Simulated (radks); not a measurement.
**Taking charge from the 3s level of Mn²⁺ in fractions**

One table from this session's results is given with a row withheld; the runs are named, their logs left out.

The numbers are computed with radks (a radial shooting solver on a logarithmic mesh, Libxc functionals) version 1 (scalar-relativistic Kohn-Sham, r2SCAN, spin-polarised, spherical densities, finite nucleus; open shells are filled with parallel spins first), except any that are marked as measured or tabulated.

**The system**

| Quantity | Value |
| --- | --- |
| element | manganese (Z = 25) |
| charge | +2 |
| electrons | 23 |
| configuration | [Ne] 3s(up 1, down 1) 3p6 3d5 |
| nuclear rms radius | 3.7057 fm |

A shell typed twice in an input gives spin up, then spin down.

Set-up of the first run:

Input:

```text
Z 25
configuration [Ne] 3s1 3s1 3p6 3d5
relativity scalar-relativistic
functional r2scan,r2scan
spin polarised
nucleus finite rms 3.7057 fm
c 137.035999084
```

Among the steps run: Start: [Ne] 3s(up 1, down 1) 3p6 3d5.

One table of the session follows, with a row left open; its other results are not shown here.

It belongs to the step «Start: [Ne] 3s(up 1, down 1) 3p6 3d5». From the orbitals of this run (lengths in bohr):

```
  level     <r>  outermost maximum (interpolated)  90 % within  nodes
  2p up  0.2473                             0.189        0.405      0
2p down  0.2465                             0.188        0.404      0
  3s up       ?                                 ?            ?      ?
3s down  0.8563                             0.738         1.28      2
  3p up  0.9030                             0.753         1.39      1
3p down  0.9100                             0.756         1.40      1
  3d up   1.120                             0.762         1.91      0
3d down   1.178                             0.775         2.04      0
```

**Question.** Estimate the row for 3s up.

As computed: <r>: 0.8514; outermost maximum (interpolated): 0.736; 90 % within: 1.27; nodes: 2. In the column «<r>» it lies between 2p up (0.2473) and 3s down (0.8563).
